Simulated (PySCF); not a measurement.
# Pr(OH)3: shape, vibrations and bonding

Aim: find the relaxed shape of Pr(OH)3, test it by its vibrations, and read charges and levels. The species was built from a template and needn't be a known compound.

Method: PBE0, Pr lcecp-1-SVP with ECP48, O def2-SVP, H def2-SVP; scalar-relativistic core potentials, no spin–orbit coupling; program: PySCF 2.14.0.

1 further run of the same task is left out (for a known fault of the program).

## (1) Starting geometry

7 atoms, charge 0, spin multiplicity 1.

Bond lengths: Pr1–O2 2.231 Å, Pr1–O4 2.231 Å, Pr1–O6 2.231 Å, O2–H3 0.966 Å, O4–H5 0.966 Å, O6–H7 0.966 Å. Angles: O2–Pr1–O4 120.0°, O2–Pr1–O6 120.0°, O4–Pr1–O6 120.0°, Pr1–O2–H3 158.7°, Pr1–O4–H5 158.8°, Pr1–O6–H7 158.8°.

Geometry (Å):

```
Pr    0.0000    0.0000    0.0000
O     2.2308    0.0000    0.0000
H     3.1308    0.0000    0.3500
O    -1.1154    1.9319    0.0000
H    -1.5654    2.7114    0.3500
O    -1.1154   -1.9319    0.0000
H    -1.5654   -2.7114    0.3500
```

Formal oxidation states: Pr +3. Each metal's 2 4f electrons lie in its core potential, so multiplicities, spins and levels count the valence alone.

## (2) SCF at the start, singlet

Contents of run.py (the lines that set the calculation):

```python
mol = gto.M(atom='''
Pr     0.00000     0.00000     0.00000
O      2.23080     0.00000     0.00000
H      3.13080     0.00000     0.35000
O     -1.11540     1.93190     0.00000
H     -1.56540     2.71140     0.35000
O     -1.11540    -1.93190     0.00000
H     -1.56540    -2.71140     0.35000''',
    basis={'Pr': 'lcecp-1-SVP', 'O': 'def2-SVP', 'H': 'def2-SVP'},
    ecp={'Pr': 'lcecp-1-SVP'},
    charge=0, spin=0)
mf = dft.RKS(mol, xc='PBE0')
mf.grids.atom_grid = (50, 194)  # f atoms: unpruned, at least (60, 302)
mf = mf.density_fit()  # fitting sets: Pr AutoAux, O def2-universal-JKFIT, H def2-universal-JKFIT
mf.conv_tol = 1e-08; mf.max_cycle = 55
mf.kernel(dm0)  # dm0: free metal ions and neutral atoms
```

Started as:

```console
> OMP_NUM_THREADS=2 python run.py
```

The program printed:

```text
init E= -264.31888985721
  HOMO = -0.302341463144203  LUMO = -0.091624300670329  gap/eV = 5.73391
cycle= 1 E= -260.059415395034  delta_E= 4.26  |g|= 0.364  |ddm|= 2.54
  HOMO = -0.22734887406838  LUMO = -0.0537731642819992  gap/eV = 4.72324
cycle= 2 E= -260.056003384232  delta_E= 0.00341  |g|= 0.418  |ddm|= 0.645
  HOMO = -0.278082916114136  LUMO = -0.0554471449176539  gap/eV = 6.05823
cycle= 3 E= -260.085990322531  delta_E= -0.03  |g|= 0.13  |ddm|= 0.346
  HOMO = -0.268344177000347  LUMO = -0.0596985426381735  gap/eV = 5.67754
cycle= 4 E= -260.089376594804  delta_E= -0.00339  |g|= 0.0229  |ddm|= 0.104
  HOMO = -0.269531815036431  LUMO = -0.0577105732172036  gap/eV = 5.76395
cycle= 5 E= -260.089503549639  delta_E= -0.000127  |g|= 0.00206  |ddm|= 0.0252
  HOMO = -0.269848896614987  LUMO = -0.0580926493060865  gap/eV = 5.76218
cycle= 6 E= -260.089504793449  delta_E= -1.24e-06  |g|= 0.000315  |ddm|= 0.00347
  HOMO = -0.269886280130869  LUMO = -0.0580932819943243  gap/eV = 5.76318
cycle= 7 E= -260.089504816941  delta_E= -2.35e-08  |g|= 6.66e-05  |ddm|= 0.000315
  HOMO = -0.269887871577627  LUMO = -0.0580882074093836  gap/eV = 5.76336
cycle= 8 E= -260.089504818346  delta_E= -1.4e-09  |g|= 7.39e-06  |ddm|= 9.28e-05
  HOMO = -0.269888133802589  LUMO = -0.058088831336093  gap/eV = 5.76335
Extra cycle  E= -260.089504818361  delta_E= -1.57e-11  |g|= 5.9e-06  |ddm|= 1.55e-05
converged SCF energy = -260.089504818361
```

It took 2.1 s on 2 threads of Intel Xeon 6975P-C (Granite Rapids), shared host; peak memory 0.51 GiB.

It gives: E = -260.089505 Eh, HOMO -7.34 eV, LUMO -1.58 eV, Mulliken charge on Pr1 +1.20 e. 

## (3) Relaxation, singlet

Steps are kept in the start's point group, C3v.

Contents of run.py (the lines that set the calculation):

```python
mol = gto.M(atom='''
Pr     0.00000     0.00000    -0.00551
O      2.23078     0.00001    -0.00551
H      3.13083     0.00002     0.34449
O     -1.11540     1.93191    -0.00551
H     -1.56543     2.71137     0.34449
O     -1.11538    -1.93192    -0.00551
H     -1.56540    -2.71139     0.34449''',
    basis={'Pr': 'lcecp-1-SVP', 'O': 'def2-SVP', 'H': 'def2-SVP'},
    ecp={'Pr': 'lcecp-1-SVP'},
    charge=0, spin=0)
mf = dft.RKS(mol, xc='PBE0')
mf.grids.atom_grid = (50, 194)  # f atoms: unpruned, at least (60, 302)
mf = mf.density_fit()  # fitting sets: Pr AutoAux, O def2-universal-JKFIT, H def2-universal-JKFIT
mf.conv_tol = 1e-08; mf.max_cycle = 55
mf.kernel(dm0)  # dm0: an SCF of this state at this start
# quasi-Newton relaxation in Cartesian coordinates to a largest gradient under 0.00045 Eh/bohr, steps kept in the point group
```

Started as:

```console
> OMP_NUM_THREADS=2 python run.py
```

The driver keeps no SCF log for this step, only its results.

It took 21 s on 2 threads of Intel Xeon 6975P-C (Granite Rapids), shared host.

Relaxation path:

| step | energy from step 1 (eV) | largest force component (eV/Å) |
| --- | --- | --- |
| 1 | 0.0000 | 1.1791 |
| 2 | -0.2161 | 0.6991 |
| 3 | -0.3019 | 0.4466 |
| 4 | -0.3430 | 0.4560 |
| 5 | -0.3509 | 0.0763 |
| 6 | -0.3526 | 0.0417 |
| 7 | -0.3528 | 0.0278 |
| 8 | -0.3529 | 0.0103 |

Close pairs (by a distance rule), those that changed most:

| bond | before (Å) | after (Å) | change (Å) |
| --- | --- | --- | --- |
| Pr1–O6 | 2.231 | 2.132 | -0.099 |
| Pr1–O4 | 2.231 | 2.132 | -0.099 |
| Pr1–O2 | 2.231 | 2.132 | -0.099 |
| O2–H3 | 0.966 | 0.957 | -0.009 |
| O4–H5 | 0.966 | 0.957 | -0.009 |
| O6–H7 | 0.966 | 0.957 | -0.009 |

It ends in C3v at E = -260.102473 Eh.

| atom | x (Å) | y (Å) | z (Å) |
| --- | --- | --- | --- |
| Pr1 | 0.0000 | 0.0000 | -0.3229 |
| O2 | 2.0955 | 0.0000 | 0.0689 |
| H3 | 3.0021 | 0.0000 | 0.3758 |
| O4 | -1.0478 | 1.8148 | 0.0689 |
| H5 | -1.5010 | 2.5999 | 0.3758 |
| O6 | -1.0478 | -1.8148 | 0.0689 |
| H7 | -1.5010 | -2.5999 | 0.3758 |

## (4) The relaxed geometry turned into its symmetry frame

Contents of run.py (the lines that set the calculation):

```python
mol = gto.M(atom='''
Pr     0.00000     0.00000    -0.10896
O      2.09555     0.00001     0.28280
H      3.00207     0.00002     0.58972
O     -1.04778     1.81479     0.28280
H     -1.50105     2.59986     0.58972
O     -1.04776    -1.81480     0.28280
H     -1.50102    -2.59988     0.58972''',
    basis={'Pr': 'lcecp-1-SVP', 'O': 'def2-SVP', 'H': 'def2-SVP'},
    ecp={'Pr': 'lcecp-1-SVP'},
    charge=0, spin=0)
mf = dft.RKS(mol, xc='PBE0')
mf.grids.atom_grid = (50, 194)  # f atoms: unpruned, at least (60, 302)
mf = mf.density_fit()  # fitting sets: Pr AutoAux, O def2-universal-JKFIT, H def2-universal-JKFIT
mf.conv_tol = 1e-08; mf.max_cycle = 55
mf.kernel(dm0)  # dm0: free metal ions and neutral atoms
```

Started as:

```console
> OMP_NUM_THREADS=2 python run.py
```

The program printed:

```text
init E= -264.447681781962
  HOMO = -0.312654515366418  LUMO = -0.0871010060278508  gap/eV = 6.13762
cycle= 1 E= -260.072947457306  delta_E= 4.37  |g|= 0.371  |ddm|= 2.63
  HOMO = -0.231970106591586  LUMO = -0.0344067577042821  gap/eV = 5.37597
cycle= 2 E= -260.076139412949  delta_E= -0.00319  |g|= 0.376  |ddm|= 0.611
  HOMO = -0.282996855624461  LUMO = -0.0422185174159289  gap/eV = 6.55191
cycle= 3 E= -260.099184423115  delta_E= -0.023  |g|= 0.127  |ddm|= 0.315
  HOMO = -0.272661829045705  LUMO = -0.0463243484824787  gap/eV = 6.15896
cycle= 4 E= -260.102312314433  delta_E= -0.00313  |g|= 0.0259  |ddm|= 0.102
  HOMO = -0.273905230748007  LUMO = -0.044503399072763  gap/eV = 6.24234
cycle= 5 E= -260.102471919614  delta_E= -0.00016  |g|= 0.00192  |ddm|= 0.0282
  HOMO = -0.274243832538341  LUMO = -0.0447930337068172  gap/eV = 6.24367
cycle= 6 E= -260.102472915296  delta_E= -9.96e-07  |g|= 0.000265  |ddm|= 0.00315
  HOMO = -0.274271142239802  LUMO = -0.044804480857394  gap/eV = 6.24411
cycle= 7 E= -260.102472930478  delta_E= -1.52e-08  |g|= 7.5e-05  |ddm|= 0.000278
  HOMO = -0.274276262268043  LUMO = -0.04479935745848  gap/eV = 6.24438
cycle= 8 E= -260.102472932105  delta_E= -1.63e-09  |g|= 5.52e-06  |ddm|= 9.7e-05
  HOMO = -0.274276290296341  LUMO = -0.0448000661360375  gap/eV = 6.24437
Extra cycle  E= -260.102472932111  delta_E= -5.46e-12  |g|= 5.99e-06  |ddm|= 1.29e-05
converged SCF energy = -260.102472932111
```

It took 1.2 s on 2 threads of Intel Xeon 6975P-C (Granite Rapids), shared host.

Result: E = -260.102473 Eh, HOMO -7.46 eV, LUMO -1.22 eV, Mulliken charge on Pr1 +1.13 e. 

## (5) Harmonic vibrations

Edit run.py (the lines that set the calculation) of step 4 so:

```diff
@@ -14,3 +14,4 @@
 mf = mf.density_fit()  # fitting sets: Pr AutoAux, O def2-universal-JKFIT, H def2-universal-JKFIT
-mf.conv_tol = 1e-08; mf.max_cycle = 55
-mf.kernel(dm0)  # dm0: free metal ions and neutral atoms
+mf.conv_tol = 1e-10; mf.max_cycle = 55
+mf.kernel(dm0)  # dm0: the density of the relaxed state
+# Hessian and dipole derivatives by central differences of gradients, 0.02 bohr
```

Started as:

```console
> OMP_NUM_THREADS=2 python run.py
```

The driver keeps no SCF log for this step, only its results.

It took 33 s on 2 threads of Intel Xeon 6975P-C (Granite Rapids), shared host.

Point group C3v; negative numbers are unstable modes, and those under 60 cm⁻¹ are near the numerical noise:

| cm⁻¹ | km/mol | symmetry |
| --- | --- | --- |
| 37 | 11.3 | a1 |
| 113 | 1.6 | e |
| 113 | 1.6 | e |
| 290 | 0.0 | a2 |
| 365 | 282.3 | e |
| 365 | 282.3 | e |
| 460 | 19.6 | e |
| 460 | 19.6 | e |
| 482 | 472.4 | a1 |
| 572 | 213.4 | e |
| 572 | 213.4 | e |
| 598 | 26.5 | a1 |
| 3996 | 146.8 | e |
| 3996 | 146.8 | e |
| 3997 | 23.4 | a1 |

## (6) Properties on a finer grid

Contents of run.py (the lines that set the calculation):

```python
mol = gto.M(atom='''
Pr     0.00000     0.00000    -0.32285
O      2.09555     0.00001     0.06892
H      3.00207     0.00002     0.37583
O     -1.04778     1.81479     0.06892
H     -1.50105     2.59986     0.37583
O     -1.04776    -1.81480     0.06892
H     -1.50102    -2.59988     0.37583''',
    basis={'Pr': 'lcecp-1-SVP', 'O': 'def2-SVP', 'H': 'def2-SVP'},
    ecp={'Pr': 'lcecp-1-SVP'},
    charge=0, spin=0)
mf = dft.RKS(mol, xc='PBE0')
mf.grids.atom_grid = (75, 302)  # f atoms: unpruned, at least (60, 302)
mf = mf.density_fit()  # fitting sets: Pr AutoAux, O def2-universal-JKFIT, H def2-universal-JKFIT
mf.conv_tol = 1e-09; mf.max_cycle = 55
mf.kernel(dm0)  # dm0: the density of the relaxed state
```

Started as:

```console
> OMP_NUM_THREADS=2 python run.py
```

The program printed:

```text
init E= -260.102474095288
  HOMO = -0.274276759974082  LUMO = -0.0447996373566752  gap/eV = 6.24439
cycle= 1 E= -260.102474095333  delta_E= -4.49e-11  |g|= 7.58e-06  |ddm|= 3.11e-05
  HOMO = -0.274275663224168  LUMO = -0.044800584203756  gap/eV = 6.24433
Extra cycle  E= -260.102474095313  delta_E= 2.01e-11  |g|= 1.29e-05  |ddm|= 1.65e-05
converged SCF energy = -260.102474095313
```

Wall time 8.6 s (2 threads of Intel Xeon 6975P-C (Granite Rapids), shared host).

Read off: E = -260.102474 Eh, HOMO -7.46 eV, LUMO -1.22 eV, Mulliken charge on Pr1 +1.13 e, largest force component 0.012 eV/Å. 

Löwdin charges:

| atom | value (e) |
| --- | --- |
| Pr1 | 0.79 |
| O2 | -0.34 |
| H3 | 0.07 |
| O4 | -0.34 |
| H5 | 0.07 |
| O6 | -0.34 |
| H7 | 0.07 |

Mulliken charges: Pr1 +1.13, O2 -0.55, H3 +0.17, O4 -0.55, H5 +0.17, O6 -0.55, H7 +0.17 e.

Contacts (the nearest donor of each ligand) and Mayer bond orders:

| contact | distance (Å) | bond order |
| --- | --- | --- |
| Pr1–O2 (OH) | 2.132 | 1.03 |
| Pr1–O4 (OH) | 2.132 | 1.03 |
| Pr1–O6 (OH) | 2.132 | 1.03 |

Mulliken populations of Pr1 outside the core potential: s 2.10, p 6.27, d 1.38, f 0.12.

The fields below are evaluated on a grid from the run's orbitals.

Frontier orbitals at PBE0, with the share of their density that lies nearest to each atom:

| orbital | energy (eV) | lies on |
| --- | --- | --- |
| HOMO | -7.46 | O2, O4, O6 about 30 % each |
| LUMO | -1.22 | Pr1 64 %; O2, O4, O6 about 10 % each |

ELF in a plane through or near 3 of the atoms.

Values, 10 rows by 14 columns:
```
0.00 0.00 0.00 0.00 0.00 0.00 0.00 0.00 0.00 0.00 0.00 0.00 0.00 0.00
0.00 0.00 0.00 0.00 0.00 0.00 0.02 0.04 0.00 0.00 0.00 0.00 0.00 0.00
0.00 0.00 0.00 0.00 0.00 0.04 0.73 0.87 0.27 0.01 0.00 0.00 0.00 0.00
0.00 0.00 0.00 0.00 0.01 0.46 0.80 0.56 0.75 0.20 0.00 0.00 0.00 0.00
0.00 0.00 0.00 0.01 0.02 0.04 0.36 0.42 0.16 0.02 0.02 0.00 0.00 0.00
0.00 0.00 0.02 0.34 0.85 0.58 0.80 0.77 0.31 0.82 0.60 0.07 0.00 0.00
0.00 0.00 0.56 0.89 0.79 0.86 0.16 0.06 0.69 0.76 0.90 0.78 0.07 0.00
0.00 0.00 0.02 0.17 0.08 0.13 0.02 0.01 0.09 0.11 0.14 0.10 0.00 0.00
0.00 0.00 0.00 0.00 0.00 0.00 0.00 0.00 0.00 0.00 0.00 0.00 0.00 0.00
0.00 0.00 0.00 0.00 0.00 0.00 0.00 0.00 0.00 0.00 0.00 0.00 0.00 0.00
```
The map spans 10.4 Å across and 11.2 Å up, centred on the molecule. Atoms in the plane (x, y in Å): O2 (0.0, 2.1), O4 (1.8, -1.0), O6 (-1.8, -1.0).

On the surface of density 0.002 e/bohr³ the electrostatic potential runs, from the 1st to the 99th percentile, from -1.20 V near O4 to 4.62 V near Pr1.

## (7) Outcome

```
                                              quantity                            value
                                 state and point group      singlet in the valence, C3v
                                                 modes   37 to 3997 cm⁻¹, none unstable
strongest infrared band (modes within 1.5 cm⁻¹ summed)            365 cm⁻¹ (565 km/mol)
                                     zero-point energy                         1.018 eV
                               ideal gas, 298 K, 1 bar  S = 366.3, Cp = 107.8 J/(mol K)
                                 metal–ligand contacts                           2.13 Å
                                       frontier levels     HOMO -7.46 eV, LUMO -1.22 eV
                                                dipole                           1.37 D
                                   mean polarisability                           6.6 Å³
```

In words: All modes are real within the noise of the softest ones, so the structure is a minimum. The metal carries +0.79 e by Löwdin's partition against a formal +3, and bond orders to the nearest donors reach 1.03. Both measures hang on the basis. One start shape was tried, so another isomer may lie lower. The bases are small and lack diffuse functions. Spin–orbit coupling is left out.
